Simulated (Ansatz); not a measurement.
**NaHF2: stress in a strained cell**

Aim: deform NaHF2 (equal xx and yy strain of +1 %) and compute stress, forces and field gradients with LAPW, PAW and all-electron datasets made for the crystal.

Computed with Ansatz 0.2.0 (DFT LDA, scalar-relativistic, unless a step's input says otherwise).

## (1) The starting structure

It takes space group R-3m (No. 166, trigonal). Conventional cell: a = 3.457 Å, b = 3.457 Å, c = 13.917 Å, α = 90.00°, β = 90.00°, γ = 120.00°. Na (site symmetry -3m) has 6 F at 2.26 Å in its first shell of neighbours. Around H (site symmetry -3m) lie 2 F at 1.25 Å. F (site symmetry 3m) has 1 H at 1.25 Å in its first shell of neighbours.

Coordinates:

```cif
data_structure
_symmetry_space_group_name_H-M 'P 1'
_symmetry_Int_Tables_number 1
_cell_length_a 5.0500
_cell_length_b 5.0500
_cell_length_c 5.0500
_cell_angle_alpha 40.030
_cell_angle_beta 40.030
_cell_angle_gamma 40.030
_cell_volume 48.01
loop_
_atom_site_label
_atom_site_type_symbol
_atom_site_fract_x
_atom_site_fract_y
_atom_site_fract_z
_atom_site_occupancy
Na1 Na 0.00000 0.00000 0.00000 1
H1 H 0.50000 0.50000 0.50000 1
F1 F 0.41000 0.41000 0.41000 1
F2 F 0.59000 0.59000 0.59000 1
```

Atoms are numbered in the order of the input: Na1, H2, F3, F4.

## (2) After the deformation

Space group R-3m before, R-3m after.

## (3) LAPW, all electrons

input.yaml

```yaml
crystal:
  lattice:
    - [1.7457296693, 1.0078974945, 4.6388706988]
    - [-1.7457296693, 1.0078974945, 4.6388706988]
    - [0.0, -2.015794989, 4.6388706988]
  atoms:
    - { symbol: Na, position: [0.0, 0.0, 0.0] }
    - { symbol: H, position: [0.5, 0.5, 0.5] }
    - { symbol: F, position: [0.41, 0.41, 0.41] }
    - { symbol: F, position: [0.59, 0.59, 0.59] }
kpoints:
  mp_grid: { grid: [10, 10, 10] }
  band_path:
    path:
      - [0.0, 0.0, 0.0]
      - [0.5, 0.5, 0.5]
      - [0.80186187, 0.19813813, 0.5]
      - [0.5, -0.19813813, 0.19813813]
      - [0.5, 0.0, 0.0]
      - [0.0, 0.0, 0.0]
      - [0.349069065, -0.349069065, 0.0]
      - [0.650930935, 0.0, 0.349069065]
      - [0.5, 0.0, 0.5]
    npoints: 5
scf:
  occupations: { method: fermi_dirac, width: 0.02 }
hamiltonian:
  xc: lda
  pseudopotentials: { kind: all_electron, lapw: { basis_error: 0.001 } }
output:
  forces: true
  stress: true
  eigenvalues: true
```

The run is started by

```
$ ansatz run input.yaml --threads 1 --pin off --max-ram 4096MiB --backend cpu --events-out ev --progress --plain --runs-dir out
```

## (4) PAW on the default files

input.yaml

```yaml
crystal:
  lattice:
    - [1.7457296693, 1.0078974945, 4.6388706988]
    - [-1.7457296693, 1.0078974945, 4.6388706988]
    - [0.0, -2.015794989, 4.6388706988]
  atoms:
    - { symbol: Na, position: [0.0, 0.0, 0.0] }
    - { symbol: H, position: [0.5, 0.5, 0.5] }
    - { symbol: F, position: [0.41, 0.41, 0.41] }
    - { symbol: F, position: [0.59, 0.59, 0.59] }
kpoints:
  mp_grid: { grid: [10, 10, 10] }
scf:
  occupations: { method: fermi_dirac, width: 0.02 }
hamiltonian:
  xc: lda
  pseudopotentials: { kind: paw }
output:
  forces: true
  stress: true
  eigenvalues: true
  efg: { contact_densities: true }
  write_density: true
  write_potential: true
  elf: true
  volumetric_format: npy
```

## (5) Datasets made for this crystal

input.yaml, as its differences from that of step 4:

```diff
@@ -16,3 +16,3 @@
   xc: lda
-  pseudopotentials: { kind: paw }
+  pseudopotentials: { kind: all_electron, datasets: crystal }
 output:
@@ -22,5 +22 @@
   efg: { contact_densities: true }
-  write_density: true
-  write_potential: true
-  elf: true
-  volumetric_format: npy
```

(Steps that only read results are left out.)

Before running it: what results should come out? Wanted: pressure; largest shear or deviatoric stress.

The runs gave:

| quantity | value |
| --- | --- |
| pressure | LAPW -7.39, PAW -7.44, crystal datasets -7.39 GPa |
| largest shear or deviatoric stress (LAPW) | 10.76 GPa |

What this shows: The largest part of the stress beyond the pressure is 10.76 GPa in size, in the zz component; the atoms are carried along and not relaxed. No run of the undeformed cell stands beside it, so pressure and stress hold what the given cell had before the change, as far as its symmetry allows. PAW: stress within 0.10 GPa of LAPW, forces within 10 meV/Å. Crystal datasets: stress within 0.01 GPa of LAPW, forces within 1 meV/Å.
